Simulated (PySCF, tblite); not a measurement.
# C4H11BrSSi2: geometry, infrared bands and NMR shifts

Aim: predict the infrared bands and NMR shifts of C4H11BrSSi2 (`C=C[Si@@H](Br)S[SiH2]CC`).

The runs use tblite 0.8.0 and PySCF 2.14.0, with density-fitted response routines of our own; the level of theory stands in each step. All values are computed, except where a source is named. Atoms are numbered from 0 throughout.

### 1 The molecule as given

19 atoms, charge 0, multiplicity 1; geometry from: force field or distance geometry start.

Bonds of the start (Å): C0–C1 1.32, C1–Si2 1.83, Si2–Br3 2.23, Si2–S4 2.14, S4–Si5 2.13, Si5–C6 1.86, C6–C7 1.51, C0–H8 1.08, C0–H9 1.08, C1–H10 1.08, Si2–H11 1.47, Si5–H12 1.47, Si5–H13 1.48, C6–H14 1.10, C6–H15 1.12, C7–H16 1.10, C7–H17 1.12, C7–H18 1.11.

### 2 Geometry optimisation with GFN2-xTB

What the job is given:

```
{"job": {"kind": "relax", "xc": "GFN2-xTB", "basis": "xTB"}, "charge": 0, "multiplicity": 1}
C      4.647600    -0.155500    -0.439000
C      3.559100     0.305400     0.157700
Si     1.847900    -0.082000    -0.377300
Br     1.422600    -2.224000     0.092900
S      0.536800     1.277800     0.637200
Si    -1.351500     0.453300     1.161300
C     -2.629100     0.605100    -0.179600
C     -3.603800    -0.540900    -0.100100
H      4.631100    -0.792100    -1.310800
H      5.615300     0.117800    -0.045300
H      3.661500     0.930500     1.034300
H      1.817200     0.074000    -1.837900
H     -1.302000    -0.931500     1.638500
H     -1.848300     1.252100     2.308100
H     -2.185600     0.686600    -1.182100
H     -3.237000     1.522000     0.012000
H     -4.269300    -0.558600    -0.980900
H     -4.279000    -0.435600     0.791200
H     -3.043200    -1.495000    -0.047600
```

Launch:

```console
> OMP_NUM_THREADS=1 python probes_run.py task.json out
```

This one command runs all jobs of the session in turn.

**Question.** This job is followed by: GFN2-xTB harmonic vibrations, gas phase; GIAO PBE0/pcSseg-1 NMR shielding, non-relativistic, gas phase. What will the session give for the following? strongest single infrared mode (GFN2-xTB); zero-point energy (GFN2-xTB); ¹³C shifts against TMS (PBE0/pcSseg-1); ¹H shifts against TMS (PBE0/pcSseg-1, means over atoms taken as alike); ²⁹Si shifts against TMS (PBE0/pcSseg-1); ⁷⁹Br shifts against HBr (PBE0/pcSseg-1); ³³S shifts against CS2 (PBE0/pcSseg-1).

**Answer**, as computed:

| quantity | value |
| --- | --- |
| strongest single infrared mode (GFN2-xTB) | 2307 cm⁻¹, 237 km/mol |
| zero-point energy (GFN2-xTB) | 85.1 kcal/mol |
| ¹³C shifts against TMS (PBE0/pcSseg-1) | 146.6, 139.3, 11.5, 10.0 ppm |
| ¹H shifts against TMS (PBE0/pcSseg-1, means over atoms taken as alike) | 6.69, 6.55, 6.46, 6.26, 5.05, 4.72, 1.57, 1.13, 1.05 ppm |
| ²⁹Si shifts against TMS (PBE0/pcSseg-1) | 11.7, -25.5 ppm |
| ⁷⁹Br shifts against HBr (PBE0/pcSseg-1) | -22 ppm |
| ³³S shifts against CS2 (PBE0/pcSseg-1) | -220 ppm |

**Reading.** Relaxing lowered the energy by 0.403 eV in 174 steps; the close pair that moved most is S4–Si5, from 2.126 to 2.167 Å. No mode is imaginary among the 51: a minimum at this level. The strongest single mode, at 2307 cm⁻¹, moves mainly H11. Unscaled tight-binding wavenumbers are off by several per cent, some by more. Its intensities can rank the bands wrongly. C0 (terminal =CH2 carbon) lies farthest downfield among carbon, at 146.6 ppm; the olefinic region. At PBE0/pcSseg-1: The largest span, 348 ppm, is at Br3, where the paramagnetic term is -486 ppm. Spin-orbit coupling is left out, which matters for shieldings and couplings at and beside the heavy atoms.
